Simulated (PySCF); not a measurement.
# In⁺: changing the method

What do other methods print for In⁺?

Computed with PySCF 2.14.0. Level: each script names its method and basis.

3 further runs of the same task are left out: 3 for a known fault of the program.

### 1 The atom

In⁺: 1 atom, charge 1, spin multiplicity 1.

### 2 The run that the others are compared with

File input.py:

```python
from pyscf import gto, dft

mol = gto.M(
    atom='In 0 0 0',
    basis='cc-pvtz-dk',
    charge=1,
    spin=0,
    symmetry=True,
    verbose=4,
)
mf = dft.UKS(mol, xc='pw91')
mf = mf.sfx2c1e()
mf.kernel()
mf.dip_moment()
print('orbital energies (hartree):', [e[max(0, n-3):n+3].round(4) for e, n in zip(mf.mo_energy, mol.nelec)])
```

On the command line:

```bash
> OMP_NUM_THREADS=1 python input.py
```

### 3 MP2 (UHF)

Run 1 changes step after the SCF: none → mp2; SCF type: UKS → UHF; functional: pw91 → none (Hartree–Fock); frozen orbitals: none → 18.

Changes to input.py since step 2:

```diff
@@ -1,2 +1,2 @@
-from pyscf import gto, dft
+from pyscf import gto, scf, mp
 
@@ -10,5 +10,6 @@
 )
-mf = dft.UKS(mol, xc='pw91')
+mf = scf.UHF(mol)
 mf = mf.sfx2c1e()
 mf.kernel()
+mp.MP2(mf, frozen=18).kernel()
 mf.dip_moment()
```

### 4 Hcth407

Run 2 changes functional: pw91 → hcth407.

Changes to input.py since step 2:

```diff
@@ -10,3 +10,3 @@
 )
-mf = dft.UKS(mol, xc='pw91')
+mf = dft.UKS(mol, xc='hcth407')
 mf = mf.sfx2c1e()
```

### 5 MP2 (UHF)

Run 3 changes step after the SCF: none → mp2; SCF type: UKS → UHF; functional: pw91 → none (Hartree–Fock).

Changes to input.py since step 2:

```diff
@@ -1,2 +1,2 @@
-from pyscf import gto, dft
+from pyscf import gto, scf, mp
 
@@ -10,5 +10,6 @@
 )
-mf = dft.UKS(mol, xc='pw91')
+mf = scf.UHF(mol)
 mf = mf.sfx2c1e()
 mf.kernel()
+mp.MP2(mf).kernel()
 mf.dip_moment()
```

### 6 Wb97

Run 4 changes functional: pw91 → wb97.

Changes to input.py since step 2:

```diff
@@ -10,3 +10,3 @@
 )
-mf = dft.UKS(mol, xc='pw91')
+mf = dft.UKS(mol, xc='wb97')
 mf = mf.sfx2c1e()
```

### 7 M06

Run 5 changes functional: pw91 → m06.

Changes to input.py since step 2:

```diff
@@ -10,3 +10,3 @@
 )
-mf = dft.UKS(mol, xc='pw91')
+mf = dft.UKS(mol, xc='m06')
 mf = mf.sfx2c1e()
```

Before running it: what results should come out? Wanted: for each run, E(SCF); from base; gap; after the SCF.

The runs gave:

```
      run  E(SCF) (hartree)  from base (eV)  cycles  gap (eV)                           after the SCF
     base      -5881.176041               0       6      6.49                                     n/a
MP2 (UHF)      -5878.026946  not comparable       7     12.32  MP2 correlation -2.351 eV, core frozen
  hcth407      -5883.872364  not comparable       6      6.41                                     n/a
MP2 (UHF)      -5878.026946  not comparable       7     12.32               MP2 correlation -3.159 eV
     wb97      -5881.250575  not comparable       7     12.56                                     n/a
      m06      -5880.842675  not comparable       6      8.11                                     n/a
```

The gap between the frontier levels is 6.4 eV with hcth407 (0 % exact exchange) and 8.1 eV with m06 (27 %): exact exchange opens it. Total energies of different functionals can't be compared with each other; differences within one functional can. The dearest run is “wb97”, at 13 s against 3.8 s.
